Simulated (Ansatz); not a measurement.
Relaxation of a periodic cell of 23 atoms, Si₆SnO₁₆ (host SiO2, host structure P4_2/mnm, dopant Sn, one Si atom removed), to a largest force component of 0.03 eV/Å in at most 60 steps.

Theory: DFT PBE, scalar-relativistic, plane waves, PAW (Ansatz). Settings: PAW set soft_1, cutoff 420 eV, k mesh 2x2x3, gaussian smearing 0.05 eV, no spin polarisation.

```xyz
23
Lattice="-4.1738 -4.1738 0.0000 4.1738 -4.1738 0.0000 0.0000 0.0000 5.3326" Properties=species:S:1:pos:R:3:forces:R:3
Si 0.062 -4.227 -0.056 -2.27 2.40 1.51
Sn 2.110 -2.121 1.319 -2.46 0.87 4.69
O 1.294 -2.845 0.008 -7.29 -7.16 -8.65
O 0.823 -0.844 1.346 -6.21 6.59 0.58
O -1.279 -5.451 0.027 6.52 6.78 -7.87
O 3.354 -3.347 1.295 8.05 -8.09 0.67
Si 0.016 -4.197 2.665 -1.61 1.16 -0.46
O 1.246 -2.936 2.692 -4.00 -4.14 4.04
O 0.824 -0.848 4.094 -0.75 1.50 -1.36
O -1.323 -5.482 2.675 6.07 6.06 6.92
O 3.442 -3.378 4.018 0.41 -0.41 -0.05
Si 0.067 0.030 0.011 -0.48 -0.59 0.73
Si -2.088 -2.061 1.315 0.98 -0.25 0.58
O -2.889 -2.884 0.065 0.44 0.53 -1.80
O 0.778 -4.983 1.300 1.50 -0.86 0.57
O -1.266 -1.234 -0.024 -0.60 -0.44 0.79
O -0.832 -3.362 1.339 0.23 0.07 -0.22
Si 0.013 0.041 2.699 0.50 -1.05 -0.92
Si -2.055 -2.028 4.000 0.17 -1.19 -0.35
O -2.949 -2.882 2.613 1.66 1.19 1.34
O 0.827 -4.949 3.991 0.99 -1.70 -0.59
O -1.226 -1.247 2.651 -1.44 -0.67 0.04
O -0.787 -3.319 4.006 -0.41 -0.61 -0.21
```

Where does it end, and by what steps?

It converged. Limits of this set-up: coarse k mesh, no spin, though dangling bonds at a vacancy may carry it, a small cell, in which the defect meets its images. After 4 steps the energy has fallen by 6.631 eV; O10 moved furthest, 0.26 Å. The start is strongly strained (largest force component 9 eV/Å).

```
step  energy less start (eV)  largest force component (eV/Å)  accepted
   0                  0.0000                           8.652       yes
   1                 -5.4607                           2.943       yes
   2                 -6.5849                           0.626       yes
   3                 -6.6279                           0.107       yes
   4                 -6.6312                           0.028       yes
```

```xyz
23
Lattice="-4.1738 -4.1738 0.0000 4.1738 -4.1738 0.0000 0.0000 0.0000 5.3326" Properties=species:S:1:pos:R:3
Si 0.010 -4.168 -0.023
Sn 2.097 -2.082 1.335
O 1.184 -2.993 -0.155
O 0.752 -0.733 1.336
O -1.163 -5.343 -0.155
O 3.444 -3.428 1.336
Si 0.010 -4.168 2.694
O 1.184 -2.994 2.826
O 0.787 -0.769 4.002
O -1.163 -5.343 2.825
O 3.410 -3.392 4.002
Si 0.012 0.007 -0.019
Si -2.076 -2.081 1.335
O -2.883 -2.887 0.006
O 0.830 -4.986 1.336
O -1.268 -1.274 0.006
O -0.809 -3.350 1.336
Si 0.011 0.007 2.690
Si -2.076 -2.080 4.002
O -2.883 -2.887 2.665
O 0.857 -5.013 4.002
O -1.269 -1.274 2.665
O -0.836 -3.322 4.002
```

Whether the end is a true minimum wasn't checked by a vibrational analysis.

The run took 31 s on 2 threads of Arm Neoverse V1 (shared host), peak memory 0.5 GiB.
